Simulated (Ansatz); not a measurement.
# Si21H10Cl2: the cost of one run

All numbers below are computed with Ansatz 0.2.0 (DFT PBEsol, plane waves, PAW, scalar-relativistic, no spin polarisation).

## 1. The starting structure

The cell holds 33 atoms (Cl2H10Si21): a = 7.679 Å, b = 7.679 Å, c = 20.254 Å, α = 90.00°, β = 90.00°, γ = 90.00°.

The coordinates stand in the first input below.

## 2. Relaxing the start

input.yaml reads:

```yaml
crystal:
  lattice:
    - [7.67918, 0.0, 0.0]
    - [0.0, 7.67918, 0.0]
    - [0.0, 0.0, 20.254362]
  atoms:
    - { symbol: H, position: [0.409392, 0.0, 0.0493721] }
    - { symbol: H, position: [0.090608, 0.0, 0.0493721] }
    - { symbol: H, position: [0.909392, 0.0, 0.0493721] }
    - { symbol: H, position: [0.590608, 0.0, 0.0493721] }
    - { symbol: H, position: [0.409392, 0.5, 0.0493721] }
    - { symbol: H, position: [0.090608, 0.5, 0.0493721] }
    - { symbol: H, position: [0.909392, 0.5, 0.0493721] }
    - { symbol: H, position: [0.590608, 0.5, 0.0493721] }
    - { symbol: Si, position: [0.25, 0.0, 0.0921036] }
    - { symbol: Si, position: [0.75, 0.0, 0.0921036] }
    - { symbol: Si, position: [0.25, 0.5, 0.0921036] }
    - { symbol: Si, position: [0.75, 0.5, 0.0921036] }
    - { symbol: Si, position: [0.25, 0.25, 0.1591262] }
    - { symbol: Si, position: [0.75, 0.25, 0.1591262] }
    - { symbol: Si, position: [0.25, 0.75, 0.1591262] }
    - { symbol: Si, position: [0.75, 0.75, 0.1591262] }
    - { symbol: Si, position: [0.0, 0.25, 0.2261488] }
    - { symbol: Si, position: [0.5, 0.25, 0.2261488] }
    - { symbol: Si, position: [0.0, 0.75, 0.2261488] }
    - { symbol: Si, position: [0.5, 0.75, 0.2261488] }
    - { symbol: Si, position: [0.0, 0.0, 0.2931714] }
    - { symbol: Si, position: [0.5, 0.0, 0.2931714] }
    - { symbol: Si, position: [0.0, 0.5, 0.2931714] }
    - { symbol: Si, position: [0.5, 0.5, 0.2931714] }
    - { symbol: Si, position: [0.25, 0.0969069, 0.3582191] }
    - { symbol: Si, position: [0.75, 0.0969069, 0.3582191] }
    - { symbol: Si, position: [0.25, 0.4030931, 0.3404452] }
    - { symbol: Si, position: [0.75, 0.4030931, 0.3404452] }
    - { symbol: H, position: [0.25, 0.4689802, 0.407535] }
    - { symbol: H, position: [0.75, 0.4689802, 0.407535] }
    - { symbol: Si, position: [0.7627357, 0.1039216, 0.4707313] }
    - { symbol: Cl, position: [0.9749161, 0.1478982, 0.5323476] }
    - { symbol: Cl, position: [0.5505553, 0.0599449, 0.5323476] }
basis:
  ecutwfc: 420.0
kpoints:
  mp_grid: { grid: [2, 2, 1] }
hamiltonian:
  xc: pbesol
  pseudopotentials: { kind: paw, azcp: { folder: soft_1 } }
scf:
  occupations: { method: fermi_dirac, width: 0.02 }
  lower_state_search: "off"
relax:
  f_tol: 0.08
  max_steps: 25
  adjacent_minimum: "off"
  constraints: [{ sites: [0, 1, 2, 3, 4, 5, 6, 7, 8, 9, 10, 11] }]
```

Launch:

```sh
$ ansatz run input.yaml --threads 2 --pin off --max-ram 5120MiB --backend cpu --events-out ev --progress --plain --runs-dir out
```

**Question.** How long does this run take on 2 threads of Arm Neoverse V2, shared host, and how much memory does it need?

About 1.9 min, with a peak of 1.6 GiB.
